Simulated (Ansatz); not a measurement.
# Bi2Te3: the cost of one run

Method: DFT PBE, scalar-relativistic, plane waves, PAW, in Ansatz 0.2.0.

## Step 1: The starting structure

It takes space group R-3m (No. 166, trigonal). The conventional cell has a = 4.254 Å, b = 4.254 Å, c = 29.582 Å, α = 90.00°, β = 90.00°, γ = 120.00°. Bi (site symmetry 3m) is surrounded by 6 Te at 2.98 to 3.15 Å. Te (site symmetry -3m) has 6 Bi at 3.15 Å as nearest neighbours. Te (site symmetry 3m) has 3 Bi at 2.98 Å as nearest neighbours.

Coordinates:

```
Bi Te
1.0
     2.12721    1.22815    9.86070
    -2.12721    1.22815    9.86070
     0.00000   -2.45629    9.86070
Bi Te
2 3
Direct
  0.40000 0.40000 0.40000
  0.60000 0.60000 0.60000
  0.00000 0.00000 0.00000
  0.20950 0.20950 0.20950
  0.79050 0.79050 0.79050
```

The structure rests on an entry of the Crystallography Open Database; cell or positions may have been set otherwise for this series.

## Step 2: Cell and atoms relaxed at 8 GPa

input.yaml

```yaml
crystal:
  lattice:
    - [2.12721, 1.2281452661, 9.8606966667]
    - [-2.12721, 1.2281452661, 9.8606966667]
    - [0.0, -2.4562905323, 9.8606966667]
  atoms:
    - { symbol: Bi, position: [0.4, 0.4, 0.4] }
    - { symbol: Bi, position: [0.6, 0.6, 0.6] }
    - { symbol: Te, position: [0.0, 0.0, 0.0] }
    - { symbol: Te, position: [0.2095, 0.2095, 0.2095] }
    - { symbol: Te, position: [0.7905, 0.7905, 0.7905] }
scf:
  occupations: { method: gaussian, width: 0.05 }
output:
  forces: true
  stress: true
  eigenvalues: true
  write_density: true
  write_potential: true
  elf: true
  volumetric_format: npy
hamiltonian:
  xc: pbe
basis:
  ecutwfc: 420
kpoints:
  mp_grid: { grid: [8, 8, 8] }
relax:
  f_tol: 0.003
  max_steps: 60
  cell: { stress_tol: 0.03, p_target: 8 }
```

The run is started by

```console
> ansatz run input.yaml --threads 4 --pin off --max-ram 10240MiB --backend cpu --events-out ev --progress --plain --runs-dir out
```

Q: Estimate wall time and peak memory on 4 threads of AMD EPYC 9R45 (Zen 5), shared host.

About 15 s, with a peak of 0.8 GiB.
